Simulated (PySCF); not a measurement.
# Cs2H4O3 (Cs2(O)1(H2O)2): the cost of one run

Computed with PySCF 2.14.0. Level: PBE, Cs def2-SVP with ECP46, O def2-SVP, H def2-SVP; scalar-relativistic core potentials, no spin–orbit coupling.

3 further runs of the same task are left out: 2 for a known fault of the program, 1 that didn't finish.

**1. The starting structure**

9 atoms, charge 0, spin multiplicity 1.

Bond lengths: Cs1–O3 2.519 Å, Cs2–O3 2.519 Å, O4–H5 0.978 Å, O4–H6 0.978 Å, O7–H8 0.978 Å, O7–H9 0.978 Å. Angles: Cs1–O3–Cs2 180.0°, H5–O4–H6 102.7°, H8–O7–H9 102.7°.

Geometry (Å):

```xyz
9
charge 0, multiplicity 1
Cs    0.0000    0.0000    2.5194
Cs    0.0000    0.0000   -2.5194
O     0.0000    0.0000    0.0000
O     0.0000    0.0000    5.7624
H     0.7643    0.0000    6.3731
H    -0.7643    0.0000    6.3731
O     0.0000    0.0000   -5.7624
H     0.7643    0.0000   -6.3731
H    -0.7643    0.0000   -6.3731
```

Formal oxidation states: Cs +1. An earlier session relaxed this geometry at PBE, Cs def2-SVP with ECP46, O def2-SVP, H def2-SVP (singlet, point group D2h). Its vibrations showed it to be a saddle point, relaxed within its symmetry.

Its energy there is -267.965826 Eh.

**2. Multiplicity 3 at the relaxed geometry**

Contents of run.py (the lines that set the calculation):

```python
mol = gto.M(atom='''
Cs     0.00000     0.00000     2.51943
Cs     0.00000     0.00000    -2.51943
O      0.00000     0.00000     0.00000
O      0.00000     0.00000     5.76241
H      0.76431     0.00000     6.37311
H     -0.76431     0.00000     6.37311
O      0.00000     0.00000    -5.76241
H      0.76431     0.00000    -6.37311
H     -0.76431     0.00000    -6.37311''',
    basis={'Cs': 'def2-SVP', 'O': 'def2-SVP', 'H': 'def2-SVP'},
    ecp={'Cs': 'def2-SVP'},
    charge=0, spin=2)
mf = dft.UKS(mol, xc='PBE')
mf.grids.atom_grid = (50, 194)
mf = mf.density_fit()  # fitting sets: Cs def2-universal-JKFIT, O def2-universal-JKFIT, H def2-universal-JKFIT
mf.conv_tol = 1e-08; mf.max_cycle = 55
mf.kernel(dm0)  # dm0: free metal ions and neutral atoms
```

Launch:

```sh
OMP_NUM_THREADS=2 python run.py
```

**Question.** How long does this run take on 2 threads of Arm Neoverse V1, shared host?

About 5.9 s.
